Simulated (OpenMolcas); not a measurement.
**Pd²⁺ among point charges: CASSCF levels and susceptibility**

Aim: the splitting of the states of Pd²⁺ in the field of 5 point charges, its lowest levels with spin-orbit coupling and its magnetic susceptibility.

Program: OpenMolcas 26.06. Level of theory: state-averaged CASSCF, spin-orbit coupling by RASSI with atomic mean-field integrals. These are calculated values, not measurements, unless marked.

1 further run of the same task is left out (it didn't finish).

## (1) Starting point

```
Species                           : Pd²⁺ (palladium, Z = 46, 44 electrons)
Basis                             : ANO-RCC-VTZP [7s6p4d2f1g], 68 functions
Scalar Hamiltonian                : DKH2, point nucleus
Inactive shells                   : 1s 2s 2p 3s 3p 3d 4s 4p
Active space                      : 8 electrons in 5 orbitals (4d)
Some configurations of this space : 4d⁸
Orbitals                          : optimised for each spin and parity, averaged over all roots
```

The outer shells:

4d8
```
4d [↑↓][↑↓][↑↓][↑ ][↑ ]
```

The ion sits among 5 point charges of -2 e arranged as a trigonal bipyramid (D3h), 1.74 Å from the ion, with the axial distance 1.549 Å. The active orbitals were held to one l.

Each step is its own input file, run in one work folder so that later steps find the files of earlier ones. Labels, J, g values, rates, χT and fits are worked out afterwards by a script from the matrices that RASSI stores.

## (2) Basis and integrals

The input, a.inp:

```
&GATEWAY
Coord
1

Pd 0.0 0.0 0.0
Basis=ANO-RCC-VTZP
Group=NoSym
NoMove
AngMom=0.0 0.0 0.0
AMFI
XField
5 Angstrom 0
1.740000 0.000000 0.000000 -2.000000
-0.870000 1.506884 0.000000 -2.000000
-0.870000 -1.506884 0.000000 -2.000000
0.000000 0.000000 1.548600 -2.000000
0.000000 0.000000 -1.548600 -2.000000
&SEWARD
```

Started as:

```sh
$ OMP_NUM_THREADS=1 MOLCAS_MEM=1689 MOLCAS_PROJECT=a pymolcas a.inp > a.log
```

## (3) CASSCF: triplets, 10 roots

The input, a.inp:

```
&RASSCF
FileOrb=start.orb
Symmetry=1
Spin=3
nActEl=8 0 0
Inactive=18
Ras2=5
CIRoot=10 10 1
SDav=10
CIMx=300
Iter=120 100
PrWF=0.3
OrbListing=Nothing
MaxOrb=0
SupSym
1
20 10 11 12 13 14 19 20 21 22 23 36 37 38 39 40 41 42 43 44 45
>>> COPY $Project.JobIph JOB001
```

start.orb holds the contracted functions of the basis, ordered by shell, or the orbitals of the step before.

## (4) Reference wave functions, singlets, 15 roots

The input, a.inp:

```
&RASSCF
FileOrb=start.orb
Symmetry=1
Spin=1
nActEl=8 0 0
Inactive=18
Ras2=5
CIRoot=15 15 1
SDav=15
CIMx=300
Iter=120 100
PrWF=0.3
OrbListing=Nothing
MaxOrb=0
SupSym
1
20 10 11 12 13 14 19 20 21 22 23 36 37 38 39 40 41 42 43 44 45
>>> COPY $Project.JobIph JOB002
```

## (5) RASSI: spin-orbit coupling between the states

The input, a.inp:

```
&RASSI
NrOfJobIphs=2 10 15
1 2 3 4 5 6 7 8 9 10
1 2 3 4 5 6 7 8 9 10 11 12 13 14 15
IphNames
JOB001
JOB002
EJob
SpinOrbit
DIPRint=1.0
SOCoupling=1000.0
Subsets=2
Property=9
'ANGMOM' 1 'ANGMOM' 2 'ANGMOM' 3 'MLTPL  1' 1 'MLTPL  1' 2 'MLTPL  1' 3
'AMFI' 1 'AMFI' 2 'AMFI' 3
SOProperty=3
'ANGMOM' 1 'ANGMOM' 2 'ANGMOM' 3
```

Q: Predict the outcome of this session. Wanted: spin-free ground state; first state of the same spin within the active space; lowest level; next level.

**Answer**, as computed:

| quantity | value |
| --- | --- |
| method | CASSCF |
| spin-free ground state | 1A1, 1-fold in its orbital part |
| first state of the same spin within the active space | 1E at 18400 cm⁻¹ |
| lowest level | 1-fold A1 |
| next level | 2302.2 cm⁻¹ |
| χT at 300 K | 0.04 cm³ K/mol |
| effective moment at 300 K | 0.56 μB |

In words: The spin-free ground state (1A1) comes to 51 % from free-ion G terms and has less than the highest spin computed. The field of point charges can differ much from that of real complexes. This is an electrostatic model: the charges have no orbitals.
